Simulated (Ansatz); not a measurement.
Relaxation of a periodic cell of 17 atoms, Si (host Si, host structure diamond, interstitial Si), to a largest force component of 0.03 eV/Å in at most 60 steps.

Theory: DFT LDA, scalar-relativistic, plane waves, PAW (Ansatz 0.2.0). Settings: PAW set soft_1, cutoff 420 eV, k mesh 2x2x2, gaussian smearing 0.05 eV, no spin polarisation.

```xyz
17
Lattice="0.0000 5.4300 5.4300 5.4300 0.0000 5.4300 5.4300 5.4300 0.0000" Properties=species:S:1:pos:R:3
Si 0.000 0.000 0.000
Si 1.357 1.357 1.357
Si 2.715 2.715 0.000
Si 4.072 4.072 1.357
Si 2.715 0.000 2.715
Si 4.072 1.357 4.072
Si 5.430 2.715 2.715
Si 6.787 4.072 4.072
Si 0.000 2.715 2.715
Si 1.357 4.072 4.072
Si 2.715 5.430 2.715
Si 4.072 6.787 4.072
Si 2.715 2.715 5.430
Si 4.072 4.072 6.787
Si 5.430 5.430 5.430
Si 6.787 6.787 6.787
Si 2.716 8.113 8.136
```

Question: Where does it end, and by what steps?

Answer: It converged. The force dipped under the threshold on the way, but the program's further checks kept it going. Limits of this set-up: PAW files made for another functional, a small cell, in which the defect meets its images. After 3 steps the energy has fallen by 0.107 eV; Si2 moved furthest, 0.04 Å.

| step | energy less start (eV) | largest force component (eV/Å) | accepted |
| --- | --- | --- | --- |
| 0 | 0.0000 | 0.536 | yes |
| 1 | -0.0937 | 0.193 | yes |
| 2 | -0.1070 | 0.022 | yes |
| 3 | -0.1070 | 0.022 | yes |

```xyz
17
Lattice="0.0000 5.4300 5.4300 5.4300 0.0000 5.4300 5.4300 5.4300 0.0000" Properties=species:S:1:pos:R:3
Si 0.000 -0.007 -0.002
Si 1.334 1.333 1.334
Si 2.713 2.714 -0.035
Si 4.092 4.091 1.338
Si 2.714 -0.035 2.715
Si 4.095 1.334 4.095
Si 5.464 2.714 2.716
Si 6.782 4.077 4.077
Si -0.035 2.713 2.713
Si 1.340 4.089 4.090
Si 2.716 5.464 2.714
Si 4.076 6.784 4.076
Si 2.717 2.713 5.464
Si 4.077 4.077 6.783
Si 5.430 5.431 5.430
Si 6.784 6.784 6.784
Si 2.715 8.138 8.143
```

Whether the end is a true minimum wasn't checked by a vibrational analysis.

The run took 23 s on 1 thread of Arm Neoverse V1, on a shared host, peak memory 0.46 GiB.
